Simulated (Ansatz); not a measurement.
MnS, space group Pm-3m: a scan of the Hubbard U, run with Ansatz's Python interface.

`mns.py`:
```python
'''DFT+U scan for MnS.'''

import warnings

import ansatz as az
import numpy as np
from tabulate import tabulate

XC = 'r2scan'
SMEARING_WIDTH = 0.15


def count_gap(report):
    # lowest empty less highest filled band, counting bands; zero where they overlap
    return max(report.get('gap_by_band_count_ev') or 0.0, 0.0)

warnings.simplefilter('ignore', az.DeckWarning)

lattice = az.Lattice.of(
    (3.09904, 0.0, 0.0),
    (0.0, 3.09904, 0.0),
    (0.0, 0.0, 3.09904),
)
sites = [
    ('Mn', (0.5, 0.5, 0.5)),
    ('S', (0.0, 0.0, 0.0)),
]
xtal = az.Crystal(lattice=lattice)
for symbol, position in sites:
    xtal = xtal.atom(symbol, position)
xtal = xtal.moments(Mn=2.8)

model = (
    xtal.calculation()
    .spin(az.SpinTreatment.COLLINEAR)
    .functional(XC)
    .kpoints(7)
    .occupations(az.OccupationsMethod.FERMI_DIRAC, width=SMEARING_WIDTH)
    .band_table()
)
rows = []
for u in [0.0, 2.0, 4.0, 6.0]:
    rep = model.hubbard('Mn', 'd', u_eff=u).run(threads=1).report
    shell = rep['hubbard']['n_scf']
    rows.append((u, count_gap(rep), sum(shell) / len(shell), max(abs(m) for m in rep['site_moments_mub']), rep['n_iterations']))
print(tabulate(rows, headers=['U_eff eV', 'gap by band count eV', 'Mn d occupation (projector)', 'largest moment muB', 'iterations'], floatfmt='.4f', tablefmt='plain'))
```

What does raising U do here?

From U = 0 to 6 eV the largest site moment goes from 4.25 to 4.60 μB.

The run itself:

```console
$ python mns.py
  U_eff eV    gap by band count eV    Mn d occupation (projector)    largest moment muB    iterations
    0.0000                  0.0000                         5.4479                4.2454            15
    2.0000                  0.0000                         5.3424                4.4364            13
    4.0000                  0.0000                         5.2760                4.5313            14
    6.0000                  0.2592                         5.2228                4.6019            14
```

Reading the output:
- Other magnetic orders than the one started from may lie lower.
- A gap by band count of zero or less means overlapping bands, a metal.
- With one magnetic atom the cell can hold only ferromagnetic order.
- r2SCAN tends to overestimate the moments of itinerant magnets.
- This cell is a computed structure, which may not be the phase found in nature.
- Gaps and levels are Kohn-Sham values on a finite set of k-points.
- Shell occupations and the effect of U depend on the projectors; a run with no .spin step is spin-unpolarised, and each U may end in a state that isn't the lowest.
- The script silences the warnings on its input, which a real study should read.
- Run time: 22 s on 1 thread of Arm Neoverse V1, on a shared host, peak memory 0.44 GiB.

(Lines on the test bed's own set-up are left out of the output.)
